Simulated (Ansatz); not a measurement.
**CH8GeOSi: basis-set convergence**

One table from this session's results is given with a row withheld; the runs are named, their logs left out.

The runs use Ansatz 0.2.0, Gaussian basis; one geometry, several basis sets.

Plan: PBE0-D4/def2-SVP; ωB97M-V/def2-SVP; PBE0-D4/def2-QZVPP; ωB97M-V/def2-QZVPP; the functionals' def2-TZVPP values are taken from earlier runs.

## The relaxed structure

The geometry comes from an earlier relaxation with PBE0-D4 in a triple-zeta def2 set; it is a stationary point, not always the lowest conformer.

12 atoms, charge 0, spin multiplicity 1.

Atoms are counted from 1 here; the program's logs count them from 0.

Bond lengths: C1–Si2 1.858 Å, C1–H5 1.092 Å, C1–H6 1.093 Å, C1–H7 1.092 Å, Si2–O3 1.638 Å, Si2–H8 1.493 Å, Si2–H9 1.493 Å, O3–Ge4 1.774 Å, Ge4–H10 1.533 Å, Ge4–H11 1.538 Å, Ge4–H12 1.538 Å. Angles: Si2–C1–H5 110.8°, Si2–C1–H6 110.4°, Si2–C1–H7 110.8°, H5–C1–H6 108.2°, H5–C1–H7 108.3°, H6–C1–H7 108.2°, C1–Si2–O3 108.9°, C1–Si2–H8 110.4°, C1–Si2–H9 110.4°, O3–Si2–H8 109.9°, O3–Si2–H9 109.9°, H8–Si2–H9 107.3°, Si2–O3–Ge4 133.9°, O3–Ge4–H10 105.6°, O3–Ge4–H11 108.6°, O3–Ge4–H12 108.6°, H10–Ge4–H11 111.5°, H10–Ge4–H12 111.5° and more.

As a file:

```csv
atom,x (Å),y (Å),z (Å)
C1,0.5789,1.9225,-1.0019
Si2,0.7895,0.3443,-0.0450
O3,-0.6684,-0.3890,0.0963
Ge4,-1.2187,-1.8936,0.8573
H5,0.1838,1.7211,-2.0002
H6,1.5397,2.4329,-1.1109
H7,-0.1105,2.5976,-0.4900
H8,1.3496,0.6284,1.3094
H9,1.7494,-0.5622,-0.7419
H10,-2.7279,-1.9590,0.5970
H11,-0.9075,-1.8249,2.3621
H12,-0.4808,-3.0734,0.2019
```

Set-up of the first run:

The input, in.yaml:

```yaml
crystal:
  periodic: [false, false, false]
  atoms:
    - {symbol: C, position_ang: [0.578903, 1.922496, -1.001949]}
    - {symbol: Si, position_ang: [0.789529, 0.344320, -0.045035]}
    - {symbol: O, position_ang: [-0.668411, -0.388969, 0.096322]}
    - {symbol: Ge, position_ang: [-1.218720, -1.893609, 0.857274]}
    - {symbol: H, position_ang: [0.183764, 1.721115, -2.000211]}
    - {symbol: H, position_ang: [1.539734, 2.432908, -1.110909]}
    - {symbol: H, position_ang: [-0.110550, 2.597587, -0.489968]}
    - {symbol: H, position_ang: [1.349616, 0.628405, 1.309360]}
    - {symbol: H, position_ang: [1.749438, -0.562194, -0.741921]}
    - {symbol: H, position_ang: [-2.727854, -1.958971, 0.596970]}
    - {symbol: H, position_ang: [-0.907494, -1.824855, 2.362105]}
    - {symbol: H, position_ang: [-0.480756, -3.073435, 0.201863]}
basis:
  gaussian: {orbitals: def2-SVP}
hamiltonian: {xc: pbe0, dispersion: d4}
output: {orbitals: {seedname: orbitals}}
```

Steps of the session up to this table: PBE0-D4 in def2-SVP; ωB97M-V in def2-SVP; PBE0-D4 in def2-QZVPP; ωB97M-V in def2-QZVPP.

One table of the session follows, with a row left open; its other results are not shown here.

```
functional       basis  HOMO (eV)  LUMO (eV)
   PBE0-D4    def2-SVP      -8.16       0.34
   PBE0-D4  def2-TZVPP          ?          ?
   PBE0-D4  def2-QZVPP      -8.26      -0.17
   ωB97M-V    def2-SVP     -10.42       2.23
   ωB97M-V  def2-TZVPP     -10.56       1.80
   ωB97M-V  def2-QZVPP     -10.57       1.36
```

**Question.** Estimate the row for PBE0-D4, def2-TZVPP.

The run gave: HOMO (eV): -8.25; LUMO (eV): 0.05. In the column «HOMO (eV)» it lies between PBE0-D4, def2-QZVPP (-8.26) and PBE0-D4, def2-SVP (-8.16).
